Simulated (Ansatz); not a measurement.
# Sc2GeTe5: the cost of one run

Program: Ansatz 0.2.0. Level of theory: DFT PBE, scalar-relativistic, plane waves, PAW, unless a step names another level. These are calculated values, not measurements.

10 further runs of the same task are left out: 10 set aside as unsound or not needed.

## Step 1: Plan

Pauling electronegativities: Sc 1.36, Ge 2.01, Te 2.10 (spread 0.74). The formula balances with common oxidation states: Ge +4, Sc +3, Te -2, a formal count that means little at so small a spread. Tabulated atomic sizes suggest about 27 Å³/atom. 27 candidates were drawn, by swapping species into database cells of other compounds, at random by space group and Wyckoff sites, or by hand, as the table says:

```
name                                        made from  space group no.                    Wyckoff sites  atoms (primitive cell)  V (Å³/atom)
 c01                                           random              164          Sc 2d; Ge 1a; Te 3e, 2d                       8         27.4
 c02                        database cell of Al5CuMo2              123      Sc 1a, 1d; Ge 1b; Te 4i, 1c                       8         26.5
 c03                                           random              123          Sc 2f; Ge 1b; Te 4m, 1a                       8         34.6
 c04                                           random               65          Sc 4j; Ge 2a; Te 8n, 2c                       8         28.8
 c05                         database cell of Sr2H5Rh              107          Sc 4b; Ge 2a; Te 8c, 2a                       8         28.0
 c06  built by hand: ordered pseudobrookite (Al2TiO5)               63      Sc 8f; Ge 4c; Te 8f, 8f, 4c                      16         27.3
 c07                                           random              191          Sc 2c; Ge 1a; Te 4h, 1b                       8         32.1
 c08                         database cell of Rb2MnF5              123          Sc 2e; Ge 1a; Te 1b, 4j                       8         27.3
 c09                        database cell of CeAl2Pd5              139          Sc 4e; Ge 2b; Te 8g, 2a                       8         27.2
 c10                        database cell of LaAl5Ni2               71          Sc 4j; Ge 2a; Te 2d, 8l                       8         30.0
 c11                                           random              189          Sc 2e; Ge 1b; Te 2c, 3g                       8         32.4
 c12  built by hand: layered Sc2Te3-GeTe2 intergrowth              164      Sc 2d; Ge 1b; Te 2d, 2d, 1a                       8         27.3
 c13                                           random              191          Sc 2d; Ge 1a; Te 4h, 1b                       8         30.3
 c14                                           random              139          Sc 4d; Ge 2a; Te 8f, 2b                       8         33.6
 c15                                           random              216     Sc 4d, 4c; Ge 4b; Te 16e, 4a                       8         30.7
 c16                         database cell of Li2BiF5               87          Sc 4d; Ge 2a; Te 8h, 2b                       8         32.0
 c17                                           random              156  Sc 1c, 1c; Ge 1a; Te 1b, 1b, 3d                       8         34.9
 c18                           built by hand: La2SnS5               55      Sc 4h; Ge 2a; Te 4g, 4h, 2c                      16         27.3
 c19                                           random              166          Sc 6c; Ge 3a; Te 9e, 6c                       8         31.2
 c20                         database cell of Na5LiN2                5  Sc 4c; Ge 2a; Te 2b, 2a, 2b, 4c                       8         27.2
 c21                                           random              191          Sc 2d; Ge 1a; Te 3g, 2e                       8         29.0
 c22                                           random              166          Sc 6c; Ge 3b; Te 6c, 9d                       8         29.5
 c23                                           random              191          Sc 2e; Ge 1a; Te 4h, 1b                       8         29.1
 c24                        database cell of ZrAl5Ni2              139          Sc 4e; Ge 2a; Te 2b, 8g                       8         28.7
 c25                                           random              139      Sc 4e; Ge 2a; Te 4d, 2b, 4c                       8         27.9
 c26                          built by hand: Tl2SnTe5              140     Sc 4a, 4c; Ge 4b; Te 16l, 4d                      16         27.3
 c27                        database cell of Tb2Mg5Ag              166      Sc 6c; Ge 3a; Te 6c, 6c, 3b                       8         33.8
```

## Step 2: Screening run of c04

Contents of input.yaml:

```yaml
crystal:
  lattice:
    - [2.46702634, -4.19459657, 0.0]
    - [2.46702634, 4.19459657, 0.0]
    - [0.0, 0.0, 11.14885348]
  atoms:
    - { symbol: Sc, position: [0.75683563, 0.24316437, 0.5] }
    - { symbol: Sc, position: [0.24316437, 0.75683563, 0.5] }
    - { symbol: Ge, position: [0.0, 0.0, 0.0] }
    - { symbol: Te, position: [0.17512905, 0.82487095, 0.24227353] }
    - { symbol: Te, position: [0.82487095, 0.17512905, 0.24227353] }
    - { symbol: Te, position: [0.17512905, 0.82487095, 0.75772647] }
    - { symbol: Te, position: [0.82487095, 0.17512905, 0.75772647] }
    - { symbol: Te, position: [0.5, 0.5, 0.5] }
basis:
  ecutwfc: 420
kpoints:
  mp_grid: { grid: [4, 4, 2] }
hamiltonian:
  xc: pbe
scf:
  occupations: { method: gaussian, width: 0.2 }
  lower_state_search: "off"
output:
  forces: true
  stress: true
  eigenvalues: true
relax:
  adjacent_minimum: "off"
  f_tol: 0.08
  max_steps: 16
  cell: { stress_tol: 0.8 }
```

Command:

```console
ansatz run input.yaml --threads 1 --pin off --max-ram 2560MiB --backend cpu --events-out ev --progress --plain --runs-dir out
```

Q: Estimate wall time and peak memory on 1 thread of Intel Xeon 6975P-C (Granite Rapids), shared host.

About 1.9 min, with a peak of 0.7 GiB.
